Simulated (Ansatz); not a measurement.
Co4Ge:

```
CELL_PARAMETERS angstrom
1.31250 0.75777 9.86265
-1.31250 0.75777 9.86265
0.00000 -1.51554 9.86265
ATOMIC_POSITIONS crystal
Ge 0.00000 0.00000 0.00000
Co 0.59884 0.59884 0.59884
Co 0.20032 0.20032 0.20032
Co 0.79968 0.79968 0.79968
Co 0.40116 0.40116 0.40116
```

The cell comes from a database or a generator and needn't be the stable form of this composition.

Base run:

```yaml
Program: Ansatz 0.2.0
Functional: LDA
Potentials_or_basis: Ansatz PAW
Cutoff: 420 eV
Density_cutoff: 1680 eV
k_mesh: 12 × 12 × 12
Occupations: fermi-dirac, width 0.05 eV
Spin: collinear spin, ferromagnetic start
Starting_moments: "[0.0, 2.0, 2.0, 2.0, 2.0] μB"
```

Its results: band gap on the k mesh none (metal or under the smearing width); pressure -15.1 GPa; net moment 5.80 μB per cell; site moments Ge -0.03; Co +1.28, +1.73 μB; largest force 0.042 eV/Å.

Question: The run is repeated on the same cell with these changes: functional from LDA to RPBE. What comes out?

Answer: Band gap on the k mesh none (metal or under the smearing width); pressure 4.8 GPa; net moment 5.95 μB per cell; site moments Ge -0.04; Co +1.35, +1.81 μB; largest force 0.093 eV/Å.

RPBE binds less tightly than LDA, so the same cell stands under more pressure.

Caveats: the PAW data sets come from PBE, with cores solved anew for the run's functional, which leaves a small shift of forces and pressure; the potentials were made for another functional, which shifts forces and pressure (some runs).

Not every run made on this cell is shown here.
